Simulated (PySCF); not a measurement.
# C₅H₆BF: electronic excitations and core binding energies

What electronic excitations and core binding energies should C₅H₆BF (`BC#C/C=C\CF`) show?

The runs use PySCF 2.14.0, with density-fitted response routines of our own; the level of theory stands in each step. All values are computed, except where a source is named. Atoms count from 0, in the outputs and in this text.

## (1) The starting structure

13 atoms, charge 0, multiplicity 1; geometry from: GFN2-xTB.

Bonds of the start (Å): B0–C1 1.49, C1–C2 1.22, C2–C3 1.40, C3–C4 1.33, C4–C5 1.49, C5–F6 1.38, B0–H7 1.17, B0–H8 1.17, C3–H9 1.08, C4–H10 1.08, C5–H11 1.10, C5–H12 1.10.

## (2) Excited states and response: CAM-B3LYP/def2-SVPD

The job: settings as JSON, then the geometry in Å.

```
{"job": {"kind": "uv", "xc": "CAM-B3LYP", "basis": "def2-SVPD", "nstates": 8, "ntriplets": 3}, "charge": 0, "multiplicity": 1}
B      3.193275     0.145812     0.148546
C      1.797998    -0.210555    -0.232281
C      0.657982    -0.508191    -0.537077
C     -0.644171    -0.878352    -0.910184
C     -1.755366    -0.373358    -0.374496
C     -1.754307     0.654789     0.707588
F     -2.845945     1.483012     0.589520
H      3.805712    -0.586811     0.824796
H      3.660255     1.150253    -0.228204
H     -0.700433    -1.641034    -1.676357
H     -2.729652    -0.706780    -0.698709
H     -1.831714     0.187578     1.699241
H     -0.858023     1.284124     0.669889
```

Level: TDDFT CAM-B3LYP/def2-SVPD, vertical, gas phase, core orbitals frozen in the response.

The run is started by

```console
> OMP_NUM_THREADS=1 python probes_run.py task.json out
```

The driver reads the jobs from task.json and runs them one after another.

**Question.** This job is followed by: delta-SCF UKS SCAN, pcX-2 on the ionised atom, pcseg-1 elsewhere, spin-free X2C. What will the session give for the following? lowest singlet (CAM-B3LYP/def2-SVPD); brightest single state of those computed; lowest triplet; C1s binding energies, SCAN/pcX-2 (standing for 4 of 5 atoms); F1s binding energies, SCAN/pcX-2.

As calculated:

| quantity | value |
| --- | --- |
| lowest singlet (CAM-B3LYP/def2-SVPD) | 3.46 eV (358 nm), f = 0.007 |
| brightest single state of those computed | state 3, 5.85 eV, f = 0.357 |
| lowest triplet | 3.10 eV |
| C1s binding energies, SCAN/pcX-2 (standing for 4 of 5 atoms) | C5 293.26, C3 291.43, C4 290.60, C1 290.05 eV |
| F1s binding energies, SCAN/pcX-2 | F6 692.39 eV |

The lowest singlet, at 3.46 eV, is HOMO→LUMO 0.91 and is weak; of the 8 states computed, the strongest absorption comes from state 3 at 5.85 eV. The lowest triplet lies 0.36 eV below the lowest singlet (triplets in Tamm-Dancoff, singlets in full TDDFT). C5 (allylic sp3 CH2 bonded to F) binds its C1s electron 3.21 eV more tightly than C1 (alkyne carbon). Only 4 of the 5 C atoms are covered by sound results.
